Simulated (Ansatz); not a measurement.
# ZrPbO3: the cost of one run

Computed with Ansatz 0.2.0 (DFT r2SCAN, scalar-relativistic, plane waves, PAW, unless a step's input says otherwise).

**1. The system as given**

It takes space group Pm-3m (No. 221, cubic). The conventional cell has a = 4.209 Å, b = 4.209 Å, c = 4.209 Å, α = 90.00°, β = 90.00°, γ = 90.00°. Zr (site symmetry m-3m) has 6 O at 2.10 Å in its first shell of neighbours. Pb (site symmetry m-3m) has 12 O at 2.98 Å in its first shell of neighbours. O (site symmetry 4/mmm) has 2 Zr at 2.10 Å and 4 Pb at 2.98 Å in its first shell of neighbours.

Coordinates:

```
CELL_PARAMETERS angstrom
4.20893 0.00000 0.00000
0.00000 4.20893 0.00000
0.00000 0.00000 4.20893
ATOMIC_POSITIONS crystal
Zr 0.00000 0.00000 0.00000
Pb 0.50000 0.50000 0.50000
O 0.50000 0.00000 0.00000
O 0.00000 0.00000 0.50000
O 0.00000 0.50000 0.00000
```

It goes back to an entry of the Materials Project, which need not be the stable form.

No relaxation comes first: the listed cell is the starting point.

**2. Zero of energy**

The reference gives a free energy of -17827.0565 eV, pressure -5.59 GPa, largest force 0.000 eV/Å and gap on the mesh 2.73 eV. It was computed beforehand with the settings of the runs below.

**3. Harmonic modes of this cell**

Contents of input.yaml:

```yaml
crystal:
  lattice:
    - [4.208933, 0.0, 0.0]
    - [0.0, 4.208933, 0.0]
    - [0.0, 0.0, 4.208933]
  atoms:
    - { symbol: Zr, position: [0.0, 0.0, 0.0] }
    - { symbol: Pb, position: [0.5, 0.5, 0.5] }
    - { symbol: O, position: [0.5, 0.0, 0.0] }
    - { symbol: O, position: [0.0, 0.0, 0.5] }
    - { symbol: O, position: [0.0, 0.5, 0.0] }
basis:
  ecutwfc: 500
kpoints:
  mp_grid: { grid: [6, 6, 6] }
hamiltonian:
  xc: r2scan
scf:
  occupations: { method: gaussian, width: 0.05 }
output:
  eigenvalues: true
phonons:
  method: fd
  supercell: [1, 1, 1]
  amplitude: 0.02
  eigenvectors: true
  dielectric: false
```

Launch:

```
$ ansatz run input.yaml --threads 2 --pin off --max-ram 5120MiB --backend cpu --events-out ev --progress --plain --runs-dir out
```

What time and memory should one allow on 2 threads of AMD EPYC 7R43 (Zen 3), shared host?

About 28 s, with a peak of 0.9 GiB.
